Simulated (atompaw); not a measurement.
# Tm: the cost of one run

Method: atompaw 4.2.0.5, LDA (PW92), scalar-relativistic.

## 1. Settings

The settings as typed:

```
element                 : thulium (Tm, Z = 69)
type                    : PAW
frozen core             : [Kr] 4d10
valence charge          : 23
reference configuration : 4f12.5 5s2 5p6 5d0.5 6s2 6p0
partial waves           : 5s (bound): rc 1.35 bohr; 6s (bound): rc 3.00 bohr; 5p (bound): rc 2.50 bohr; 6p (bound, empty): rc 3.00 bohr; 5d (bound): rc 3.00 bohr; 5d channel at 2.35 Ry: rc 3.00 bohr; 4f (bound): rc 1.50 bohr; 4f channel at -0.1 Ry: rc 1.50 bohr
local potential         : bessel scheme, radius 2.10 bohr
core correction         : smooth core density matched at 2.75 bohr
augmentation charge     : sinc compensation charge, radius 2.20 bohr; PAW radius 3.00 bohr; waves and projectors: custom polynom2 7 10 vanderbiltortho
```

An earlier all-electron run gives the scale for the radii.

All-electron outer shells of the reference configuration (LDA (PW92), scalar-relativistic, ld1.x):

```
shell  level (eV)  outermost node (bohr)  outermost maximum (bohr)
   4p     -329.35                   0.26                      0.49
   4d     -175.04                   0.24                      0.50
   5s      -55.73                   0.59                      1.08
   5p      -28.85                   0.63                      1.24
   4f       -6.47                      –                      0.49
   6s       -4.39                   1.48                      3.17
   5d       -1.57                   0.71                      1.97
   6p       -1.32                   1.81                      4.50
```

## 2. The generation run

Tm.input reads:

```
Tm 69
LDA-PW scalarrelativistic loggrid 2001 logderivrange -6 5 276
6 6 5 4 0 0
6 1 0
5 2 0.5
4 3 12.5
0 0 0
c
c
c
c
v
v
c
c
c
v
v
c
c
v
v
3
3.00 2.20 2.10 2.75
n
n
y
2.35
n
y
-0.1
n
custom polynom2 7 10 vanderbiltortho sinc
bessel
1.35
3.00
2.50
3.00
3.00
3.00
1.50
1.50
PWSCFOUT
UPFDX 0.0125d0 UPFXMIN -7.d0 UPFZMESH 69.d0
END
```

Started as:

```bash
$ atompaw < Tm.input > Tm.log
```

**Question.** How long does this run take on 1 thread of Intel Xeon Platinum 8488C, shared host?

About 77 s.
